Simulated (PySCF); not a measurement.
# A diatomic session: Ge2

One job finds the state of Ge2, follows it along the bond with each method and fits the curves.

The runs use PySCF 2.14.0; Ge pcseg-1, no relativity.

**1. Input**

Settings of the job:

```yaml
atoms: Ge, Ge
charge: 0
basis: Ge pcseg-1
Hamiltonian: no relativity
basis_functions: 54
electrons_treated: 64
masses_in_u: 73.9212, 73.9212
levels: PBE0, PBE, r²SCAN, BLYP, M06, r²SCANh, HSE06, HF, MP2, SCS-MP2, CCSD, CCSD(T)
grid: 80 radial by 434 angular points
occupations: held fixed by the projection of orbital angular momentum
dissociation_limit: Ge + Ge, each in its ground configuration
starting_distance_in_angstrom: 2.320
values_of_2S_to_try: 0, 2, 4
```

On the command line:

```bash
$ OMP_NUM_THREADS=1 python dia.py task.json out
```

Further steps of the session: PBE0 along the bond; Higher solutions at PBE0; PBE (GGA); r²SCAN; BLYP (GGA); M06; r²SCANh (hybrid meta-GGA); HSE06 (range-separated hybrid); UHF; Correlated methods on the Hartree–Fock reference.

What does the calculation give? Wanted: for each run, Re; ωe; De.

As calculated:

Lowest PBE0 solution found, without spin–orbit coupling: ³Σg⁻ (triplet), unpaired electrons π ↑↑. State 2 has its PBE0 minimum 0.21 eV higher, as a spin-mixed determinant (⟨S²⟩ = 1.00), so this is no gap between pure states. State 3 has its PBE0 minimum 0.25 eV higher. State 4 has its PBE0 minimum 0.42 eV higher, as a spin-mixed determinant (⟨S²⟩ = 1.01), so this is no gap between pure states. The other levels ran on the lowest alone.

```
      level  Re (Å)  ωe (cm⁻¹)  De (eV)
        UHF   2.352        329     1.38
    UHF-MP2   2.409      287.6     2.50
UHF-SCS-MP2   2.399      295.5     2.30
   UHF-CCSD   2.411      291.2     2.34
UHF-CCSD(T)   2.426      280.8     2.49
        PBE   2.430      272.8     3.18
       BLYP   2.457      260.2     3.05
     r²SCAN   2.393      289.3     3.09
    r²SCANh   2.383      295.5     3.01
       PBE0   2.389      295.0     2.95
        M06   2.404      285.6     3.10
      HSE06   2.395      291.9     3.02
```

De is counted to Ge + Ge in their ground configurations.

Differences from CCSD(T) in the same basis:

```csv
level,Re (mÅ),ωe (%)
UHF,-74,+17.0
UHF-MP2,-16,+2.4
UHF-SCS-MP2,-27,+5.2
UHF-CCSD,-15,+3.7
PBE,+4,-2.8
BLYP,+31,-7.3
r²SCAN,-33,+3.0
r²SCANh,-43,+5.3
PBE0,-37,+5.0
M06,-21,+1.7
HSE06,-31,+4.0
```

What this shows: Judged by CCSD(T) in the same basis: best bond length PBE (+4 mÅ), worst UHF (-74 mÅ); best wavenumber M06 (+1.7 %), worst UHF (+17.0 %). Hartree–Fock makes the bond too short and too stiff against this reference, as it mostly does. PBE has the long and soft bond that GGAs tend to give. CCSD(T) in a basis this small is itself some way from its limit, more so than the functionals. Of the levels with a De here, UHF gives the least (1.38 eV) and PBE the most (3.18 eV).

Correlated steps freeze 18 core orbitals. At UHF the stretched side of the curve climbs above De, by a hump or because the determinant held fixed goes to a higher limit.
